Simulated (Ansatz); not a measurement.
**Mo: a slab and its surfaces, (100), 4 layers**

Aim: cut a slab of Mo (100), 4 layers from the relaxed bulk, relax it, and get surface energy and work function. The runs shown use LAPW. Companion runs by PAW are cited. Its runs: bulk in the slab's orientation (LAPW); the reference run (LAPW); atoms relaxed (LAPW); vacuum of 11 Å (LAPW); spin-orbit coupling on (LAPW).

Method: DFT PBE, with the methods named in each step, in Ansatz 0.2.0.

1 further run of the same task is left out (it didn't finish).

**1. The system as given**

It takes space group Im-3m (No. 229, cubic). The conventional cell has a = 3.161 Å, b = 3.161 Å, c = 3.161 Å, α = 90.00°, β = 90.00°, γ = 90.00°. Mo (site symmetry m-3m) has 8 Mo at 2.74 Å as nearest neighbours.

Coordinates:

```xyz
2
Lattice="3.1607 0.0000 0.0000 0.0000 3.1607 0.0000 0.0000 0.0000 3.1607" Properties=species:S:1:pos:R:3 pbc="T T T"
Mo    0.0000    0.0000    0.0000
Mo    1.5804    1.5804    1.5804
```

Atoms are numbered in the order of the input: Mo1, Mo2.

**2. Bulk in the slab's orientation, LAPW**

The input, input.yaml:

```yaml
crystal:
  lattice:
    - [3.1607300689, 0.0, 0.0]
    - [0.0, 3.1607300689, 0.0]
    - [0.0, 0.0, 3.1607300689]
  atoms:
    - { symbol: Mo, position: [0.0, 0.0, 0.0] }
    - { symbol: Mo, position: [0.5, 0.5, 0.5] }
kpoints:
  mp_grid: { grid: [12, 12, 12] }
scf:
  occupations: { method: fermi_dirac, width: 0.08 }
hamiltonian:
  xc: pbe
  pseudopotentials: { kind: all_electron, lapw: { basis_error: 0.001 } }
output:
  forces: true
  stress: true
  eigenvalues: true
```

On the command line:

```sh
$ ansatz run input.yaml --threads 1 --pin off --max-ram 3584MiB --backend cpu --events-out ev --progress --plain --runs-dir out
```

Further steps of the session: Slab as cut, LAPW; Atoms relaxed, LAPW; Vacuum of 11 Å, LAPW; Spin-orbit coupling on, LAPW.

What does the calculation give? Wanted: surface energy; work function; outer layer spacing; core-level shifts among the layers (for each run or level that gives them).

The runs gave:

```
                                      quantity                    value
                surface energy (LAPW, relaxed)                3.19 J/m²
                 work function (LAPW, relaxed)                  3.84 eV
                    outer layer spacing (LAPW)            1.58 → 1.34 Å
                 surface energy (PAW, relaxed)                3.19 J/m²
                  work function (PAW, relaxed)                  3.84 eV
                     outer layer spacing (PAW)            1.58 → 1.34 Å
core-level shifts among the layers (PAW holes)  Mo1 +0.00, Mo2 +0.49 eV
```

What this shows: By LAPW the surface costs 3.52 J/m² as cut and 3.19 J/m² relaxed. The outermost spacing changes by -14.9 % (LAPW). Vacuum of 11 Å moves the work function by less than 0.01 eV (LAPW). Spin-orbit coupling on moves the work function by less than 0.01 eV (LAPW). The outermost spacing changes by -14.9 % (PAW). Vacuum of 11 Å moves the work function by less than 0.01 eV (PAW). Thickness wasn't converged, and no reconstruction was sought. The program warned that the vacuum holds more density than its bound, so energies and levels may be slightly off.
